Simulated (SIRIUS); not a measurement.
## HfC: equation of state with PBEsol

HfC:

```xyz
2
Lattice="0.0000 2.3250 2.3250 2.3250 0.0000 2.3250 2.3250 2.3250 0.0000" Properties=species:S:1:pos:R:3 pbc="T T T"
Hf    2.3250    2.3250    2.3250
C     0.0000    0.0000    0.0000
```

| Quantity | Value |
| --- | --- |
| Program | SIRIUS 7.12.0 |
| Task | equation of state |
| Functional | PBEsol |
| Potentials or basis | all-electron FP-LAPW |
| Cutoff | 249 eV |
| Basis | apw+lo standard |
| k mesh | 10 × 10 × 10 |
| Occupations | fermi-dirac, width 0.05 eV |
| Spin | no spin polarisation |
| Muffin tin radii | C 1.59, Hf 2.64 bohr |
| Basis cutoff (gk_cutoff) | 4.28 1/bohr |
| Cutoff of density and potential (pw_cutoff) | 22 1/bohr |
| lmax of the basis | 13 |
| lmax of density and potential | 8 |
| Valence relativity | iora |
| Core states | C 1s, Hf 1s2s2p3s3p3d4s4p4d |
| Local orbitals (radial functions) | C 10, Hf 17 |
| Smallest sphere radius times basis cutoff | 6.81 |

The equilibrium volume is 12.23 Å³/atom, the bulk modulus is 247 GPa and the pressure derivative of the bulk modulus is 3.9.

Energy against volume, from the lowest point:
```tsv
volume (Å³/atom)	energy (meV/atom)
11.814	10.87
12.065	1.15
12.317	0.00
12.568	6.49
12.819	19.99
13.071	39.79
13.322	65.28
```

All runs of the series together: 19 min on 1 thread of Intel(R) Xeon(R) Platinum 8175M CPU @ 2.50GHz (Skylake/Cascade Lake), on a shared host.

The run has no spin-orbit coupling, so splittings on Hf are missing.
